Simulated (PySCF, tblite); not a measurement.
# C6H14AlNSi: geometry, infrared bands and NMR shifts

What infrared bands and NMR shifts should C6H14AlNSi (`C#[C][AlH][N]([SiH3])CC(C)C`) show?

Programs: tblite 0.8.0 and PySCF 2.14.0, with density-fitted response routines of our own. Each step states its level of theory. These are calculated values for one molecule in the gas phase, unless marked as measured. Atoms are numbered from 0 throughout.

## 1. The molecule as given

23 atoms, charge 0, multiplicity 1; geometry from: force field or distance geometry start.

Bonds of the start (Å): C0–C1 1.23, C1–Al2 1.93, Al2–N3 1.90, N3–Si4 1.81, N3–C5 1.45, C5–C6 1.51, C6–C7 1.52, C6–C8 1.51, C0–H9 1.05, Al2–H10 1.61, Si4–H11 1.48, Si4–H12 1.49, Si4–H13 1.46, C5–H14 1.10, C5–H15 1.12, C6–H16 1.11, C7–H17 1.12, C7–H18 1.11, C7–H19 1.11, C8–H20 1.12, C8–H21 1.13, C8–H22 1.10.

## 2. Relaxing the molecule with GFN2-xTB

What the job is given:

```
{"job": {"kind": "relax", "xc": "GFN2-xTB", "basis": "xTB"}, "charge": 0, "multiplicity": 1}
C      4.530700     0.992600    -1.229500
C      3.306200     0.946500    -1.198500
Al     1.380400     0.829500    -1.145300
N      0.615700    -0.649000    -0.221800
Si     1.948900    -1.468400     0.694000
C     -0.421100    -0.249800     0.708500
C     -1.567300     0.457500     0.026200
C     -2.541800     0.812200     1.142800
C     -2.309500    -0.438000    -0.942300
H      5.574600     1.035900    -1.275600
H      0.503100     1.445100    -2.344700
H      2.861900    -2.061000    -0.301500
H      2.719500    -0.426600     1.420900
H      1.462400    -2.469200     1.637600
H     -0.081000     0.380800     1.540100
H     -0.835100    -1.181300     1.165000
H     -1.207700     1.363000    -0.496200
H     -2.337800     0.170900     2.034300
H     -3.588500     0.576500     0.852200
H     -2.427800     1.858600     1.492300
H     -3.108600    -0.959100    -0.360000
H     -2.846300     0.188500    -1.718000
H     -1.635900    -1.128100    -1.470300
```

The run is started by

```
OMP_NUM_THREADS=1 python probes_run.py task.json out
```

One launch serves the whole session: the jobs run in the order shown.

**Question.** This job is followed by: GFN2-xTB harmonic vibrations, gas phase; GIAO PBE0/pcSseg-1 NMR shielding, non-relativistic, gas phase. Predict these results of the whole session: strongest single infrared mode (GFN2-xTB); zero-point energy (GFN2-xTB); 13C shifts against TMS (PBE0/pcSseg-1, means over atoms taken as alike); 1H shifts against TMS (PBE0/pcSseg-1, means over atoms taken as alike); 27Al shifts against AlH4- (PBE0/pcSseg-1); 15N shifts against NH3 (PBE0/pcSseg-1); 29Si shifts against TMS (PBE0/pcSseg-1); surface potential, 1st and 99th percentile.

As calculated:

| quantity | value |
| --- | --- |
| strongest single infrared mode (GFN2-xTB) | 2174 cm⁻¹, 433 km/mol |
| zero-point energy (GFN2-xTB) | 109.2 kcal/mol |
| 13C shifts against TMS (PBE0/pcSseg-1, means over atoms taken as alike) | 104.5, 100.4, 62.1, 49.9, 24.1 ppm |
| 1H shifts against TMS (PBE0/pcSseg-1, means over atoms taken as alike) | 4.65, 4.64, 3.01, 1.91, 1.40, 0.70 ppm |
| 27Al shifts against AlH4- (PBE0/pcSseg-1) | 101.6 ppm |
| 15N shifts against NH3 (PBE0/pcSseg-1) | 33.1 ppm |
| 29Si shifts against TMS (PBE0/pcSseg-1) | -60.2 ppm |
| surface potential, 1st and 99th percentile | -0.93 V and 1.73 V |

**Reading.** Relaxing lowered the energy by 1.224 eV in 210 steps; the close pair that moved most is Al2–N3, from 1.904 to 1.820 Å. All 63 modes are real, so the xTB geometry is a minimum. The strongest single mode, at 2174 cm⁻¹, moves mainly H13 and H12. GFN2-xTB is a fitted tight-binding method: band positions and strengths are rough. Its intensities can rank the bands wrongly. At PBE0/pcSseg-1: Shielding is most anisotropic at C1 (span 298 ppm, paramagnetic term -169 ppm). By nearest atom (PBE0/pcSseg-1), the HOMO sits on N3 63 %; H14 8 % and the LUMO on Al2 32 %; C0, C1 about 12 % each.
